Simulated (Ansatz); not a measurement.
# CH8SSi2: the cost of one run

The runs use Ansatz 0.2.0, Gaussian basis; the settings change from run to run.

### 1 The molecule

The structure was relaxed beforehand with PBE0-D4 in a triple-zeta def2 set.

SMILES `C[SiH2][SiH2]S`, 12 atoms, charge 0, spin multiplicity 1.

Atoms are counted from 1 here; the program's logs count them from 0.

Bond lengths: C1–Si2 1.874 Å, C1–H5 1.092 Å, C1–H6 1.092 Å, C1–H7 1.092 Å, Si2–Si3 2.339 Å, Si2–H8 1.492 Å, Si2–H9 1.491 Å, Si3–S4 2.151 Å, Si3–H10 1.487 Å, Si3–H11 1.489 Å, S4–H12 1.344 Å. Angles: Si2–C1–H5 110.7°, Si2–C1–H6 110.9°, Si2–C1–H7 110.3°, H5–C1–H6 108.3°, H5–C1–H7 108.1°, H6–C1–H7 108.5°, C1–Si2–Si3 110.4°, C1–Si2–H8 110.5°, C1–Si2–H9 111.1°, Si3–Si2–H8 107.1°, Si3–Si2–H9 110.1°, H8–Si2–H9 107.6°, Si2–Si3–S4 109.3°, Si2–Si3–H10 111.9°, Si2–Si3–H11 112.3°, S4–Si3–H10 103.6°, S4–Si3–H11 111.2°, H10–Si3–H11 108.2° and more.

### 2 PBE-QIDH/def2-SVP

This run has coordinates scaled by 0.92, high accuracy.

The input, in.yaml:

```yaml
crystal:
  periodic: [false, false, false]
  atoms:
    - {symbol: C, position_ang: [-0.816239, 1.484650, -0.197405]}
    - {symbol: Si, position_ang: [-0.227796, 0.283942, 0.890215]}
    - {symbol: Si, position_ang: [1.189317, -0.995055, -0.102481]}
    - {symbol: S, position_ang: [0.325009, -1.834618, -1.671947]}
    - {symbol: H, position_ang: [-0.073219, 2.095855, -0.486917]}
    - {symbol: H, position_ang: [-1.531864, 2.041457, 0.235299]}
    - {symbol: H, position_ang: [-1.201643, 1.051680, -1.018004]}
    - {symbol: H, position_ang: [-1.256054, -0.513534, 1.327021]}
    - {symbol: H, position_ang: [0.348612, 0.858378, 1.994563]}
    - {symbol: H, position_ang: [2.224150, -0.284344, -0.647132]}
    - {symbol: H, position_ang: [1.714975, -1.940453, 0.738406]}
    - {symbol: H, position_ang: [-0.624409, -2.298837, -1.030245]}
basis:
  gaussian: {orbitals: def2-SVP}
hamiltonian: {xc: {name: PBE-QIDH}}
accuracy: high
output: {forces: true}
```

Started as:

```console
$ ansatz run in.yaml --threads 4 --pin off --events-out ev --progress --plain --max-ram 10444MiB
```

Q: Estimate wall time and peak memory on 4 threads of Arm Neoverse V1, shared host.

About 13 s, with a peak of 0.56 GiB.
